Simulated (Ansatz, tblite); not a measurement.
# B(NH3)F3 (BF₃H₃N): spin-state energies by level

Aim: set other spin states of B(NH3)F3 (BF₃H₃N) against its singlet, on many levels of theory.

The runs use Ansatz 0.2.0, Gaussian basis; as each input shows.

Plan: triplet, at the geometry of the singlet (GFN1-xTB, GFN2-xTB, PBE0-D4/def2-TZVP, PBE-D4/def2-TZVP, r2SCAN-D4/def2-TZVP); the singlet's energies come from earlier runs.

**1. The relaxed structure**

The singlet was relaxed beforehand with r2SCAN-D4/def2-SVP.

8 atoms, charge 0, spin multiplicity 1.

Bond lengths: B1–N2 1.688 Å, B1–F6 1.369 Å, B1–F7 1.369 Å, B1–F8 1.369 Å, N2–H3 1.022 Å, N2–H4 1.022 Å, N2–H5 1.022 Å. Angles: N2–B1–F6 103.6°, N2–B1–F7 103.6°, N2–B1–F8 103.6°, F6–B1–F7 114.6°, F6–B1–F8 114.6°, F7–B1–F8 114.6°, B1–N2–H3 110.4°, B1–N2–H4 110.4°, B1–N2–H5 110.4°, H3–N2–H4 108.5°, H3–N2–H5 108.5°, H4–N2–H5 108.5°.

**2. Triplet at the fixed geometry, GFN1-xTB**

Tight binding, by tblite at 300 K electronic temperature and without a spin-polarisation term:

```python
tblite.interface.Calculator('GFN1-xTB', numbers, positions, charge=0, uhf=2).singlepoint()
```

Energy -584.7632 eV; 0.003 s.

**3. Triplet at the fixed geometry, GFN2-xTB**

Tight binding, by tblite at 300 K electronic temperature and without a spin-polarisation term:

```python
tblite.interface.Calculator('GFN2-xTB', numbers, positions, charge=0, uhf=2).singlepoint()
```

Energy -533.6656 eV; 0.003 s.

**4. Triplet at the fixed geometry, PBE0-D4/def2-TZVP**

in.yaml reads:

```yaml
crystal:
  periodic: [false, false, false]
  atoms:
    - {symbol: B, position_ang: [-0.002315, 0.003052, -0.856416]}
    - {symbol: N, position_ang: [0.002256, -0.002949, 0.831197]}
    - {symbol: H, position_ang: [-0.953866, 0.034391, 1.190382]}
    - {symbol: H, position_ang: [0.515189, 0.805315, 1.189231]}
    - {symbol: H, position_ang: [0.448282, -0.852384, 1.183476]}
    - {symbol: F, position_ang: [1.326569, -0.027539, -1.183013]}
    - {symbol: F, position_ang: [-0.640565, 1.171662, -1.173419]}
    - {symbol: F, position_ang: [-0.695560, -1.131537, -1.181429]}
basis:
  gaussian: {orbitals: def2-TZVP}
magnetization: {spin_polarized: true, initial_magnetization: 2}
hamiltonian: {xc: pbe0, dispersion: d4}
scf: {omitted_lower_state_checks: [starts]}
output: {orbitals: {seedname: orbitals}}
```

Run with:

```
$ ansatz run in.yaml --threads 4 --pin off --events-out ev --progress --plain --max-ram 3916MiB
```

The program printed:

```text
Functional definition: PBE0
  name "PBE0"
  cite "Adamo & Barone, J. Chem. Phys. 110, 6158 (1999) doi:10.1063/1.478522"
  cite "Perdew, Burke & Ernzerhof, Phys. Rev. Lett. 77, 3865 (1996) doi:10.1103/PhysRevLett.77.3865"
  parent pbe
  parameter a = 0.25
  parameter kappa = 0.804
  parameter beta = 0.06672455060314922
  exchange = (1 - a)*pbe_x(kappa = kappa, mu = beta*pi^2/3) + a*exact_x
  correlation = pbe_c(beta = beta)
these checks for a lower state are left out or cut short: starts
924 factors; their error is unknown
mean field evaluation 1: about -10350.7259 eV, gradient 3.9e1 eV
mean field evaluation 2: about -10339.7954 eV, gradient 5.9e1 eV
mean field evaluation 4: about -10356.0595 eV, gradient 5.7e0 eV
mean field evaluation 8: about -10356.3857 eV, gradient 2.6e0 eV
mean field evaluation 16: about -10357.1731 eV, gradient 2.5e-1 eV
mean field -10357.17517078 eV, -380.6191671806 hartree, gradient 8.2e-6 eV, S^2 2.006151; 0 other end points of the search recorded, 0 dependent functions left out
reference -10357.17520574 eV, -380.6191684654 hartree; 22, 20 occupied and 151, 153 virtual orbitals, 924 factors
Total energy: -10357.26225080 eV, -380.6223673125 hartree
Checks for a lower state left out: starts
```

Run time: 4.4 s. Hardware: 4 threads of Arm Neoverse V1, shared host.

From the report: HOMO -2.52 eV, LUMO -9.66 eV (over both spins; with the spin held, an empty level of the minority spin lies below the top filled one); ⟨S²⟩ 2.006 (pure: 2.00).

**5. Triplet at the fixed geometry, PBE-D4/def2-TZVP**

start.molden holds the orbitals of an earlier run on this state, given as this run's starting guess.

in.yaml, as its differences from that of step 4:

```diff
@@ -12,5 +12,5 @@
 basis:
-  gaussian: {orbitals: def2-TZVP}
+  gaussian: {orbitals: def2-TZVP, initial_orbitals: start.molden}
 magnetization: {spin_polarized: true, initial_magnetization: 2}
-hamiltonian: {xc: pbe0, dispersion: d4}
+hamiltonian: {xc: pbe, dispersion: d4}
 scf: {omitted_lower_state_checks: [starts]}
```

The command is unchanged.

The program printed:

```text
Functional definition: PBE
  name "PBE"
  cite "Perdew, Burke & Ernzerhof, Phys. Rev. Lett. 77, 3865 (1996) doi:10.1103/PhysRevLett.77.3865"
  parent pbe
  parameter kappa = 0.804
  parameter beta = 0.06672455060314922
  exchange = pbe_x(kappa = kappa, mu = beta*pi^2/3)
  correlation = pbe_c(beta = beta)
these checks for a lower state are left out or cut short: starts
924 factors; their error is unknown
mean field evaluation 1: about -10357.4119 eV, gradient 7.7e0 eV
mean field evaluation 2: about -10357.5794 eV, gradient 2.3e-1 eV
mean field evaluation 4: about -10357.5596 eV, gradient 4.8e-3 eV
mean field evaluation 8: about -10357.5596 eV, gradient 5.5e-5 eV
mean field -10357.55961837 eV, -380.6332953689 hartree, gradient 6.3e-6 eV, S^2 2.002158; 0 other end points of the search recorded, 0 dependent functions left out
reference -10357.55966664 eV, -380.6332971430 hartree; 22, 20 occupied and 151, 153 virtual orbitals, 924 factors
Total energy: -10357.66577020 eV, -380.6371963769 hartree
Checks for a lower state left out: starts
```

Run time: 3.2 s. Hardware: 4 threads of Arm Neoverse V1, shared host.

Report: HOMO -1.80 eV, LUMO -10.27 eV (over both spins; with the spin held, an empty level of the minority spin lies below the top filled one); ⟨S²⟩ 2.002 (pure: 2.00).

**6. Triplet at the fixed geometry, r2SCAN-D4/def2-TZVP**

in.yaml, as its differences from that of step 5:

```diff
@@ -14,3 +14,3 @@
 magnetization: {spin_polarized: true, initial_magnetization: 2}
-hamiltonian: {xc: pbe, dispersion: d4}
+hamiltonian: {xc: r2scan, dispersion: d4}
 scf: {omitted_lower_state_checks: [starts]}
```

The command is unchanged.

The program printed:

```text
Functional definition: r2SCAN
  name "r2SCAN"
  cite "Furness, Kaplan, Ning, Perdew & Sun, J. Phys. Chem. Lett. 11, 8208 (2020) doi:10.1021/acs.jpclett.0c02405"
  cite "Furness, Kaplan, Ning, Perdew & Sun, J. Phys. Chem. Lett. 11, 9248 (2020) doi:10.1021/acs.jpclett.0c03077"
  parent r2scan
  parameter k0 = 0.174
  parameter k1 = 0.065
  parameter a1 = 4.9479
  exchange = r2scan_x(k0 = k0, k1 = k1, a1 = a1)
  correlation = r2scan_c
these checks for a lower state are left out or cut short: starts
924 factors; their error is unknown
mean field evaluation 1: about -10363.4330 eV, gradient 3.9e0 eV
mean field evaluation 2: about -10363.4782 eV, gradient 7.6e-2 eV
mean field evaluation 4: about -10363.4643 eV, gradient 6.4e-4 eV
mean field evaluation 8: about -10363.4643 eV, gradient 1.2e-5 eV
mean field -10363.46431785 eV, -380.8502890726 hartree, gradient 8.5e-6 eV, S^2 2.006081; 0 other end points of the search recorded, 0 dependent functions left out
reference -10363.46433312 eV, -380.8502896338 hartree; 22, 20 occupied and 151, 153 virtual orbitals, 924 factors
Total energy: -10363.48978185 eV, -380.8512248574 hartree
Checks for a lower state left out: starts
```

Wall time 5.5 s (4 threads of Arm Neoverse V1, shared host).

HOMO -2.00 eV, LUMO -10.31 eV (over both spins; with the spin held, an empty level of the minority spin lies below the top filled one); ⟨S²⟩ 2.006 (pure: 2.00).

**7. Triplet less singlet, vertical**

The singlet's energies are those of its earlier runs, whose logs aren't repeated here.

```tsv
level	triplet less singlet, vertical (kcal/mol)	time
GFN1-xTB	+211.4	0.007 s
GFN2-xTB	+267.6	0.005 s
PBE-D4/def2-TZVP	+184.6	4.3 s
r2SCAN-D4/def2-TZVP	+192.0	7.7 s
PBE0-D4/def2-TZVP	+201.1	5.8 s
```

Times add the two runs; a level without a time comes out of a correlated run. Tight binding without a spin term can't rank spin states.

**8. Outcome**

| quantity | value |
| --- | --- |
| triplet less singlet, vertical, functionals in def2-TZVP | +184.6 (PBE-D4) to +201.1 kcal/mol (PBE0-D4) |

All functionals put the triplet above the singlet, over a spread of 16.5 kcal/mol. The checks for a lower triplet were left out, so another state of that spin may lie lower. These are electronic energies, without zero-point motion, entropy or surroundings.
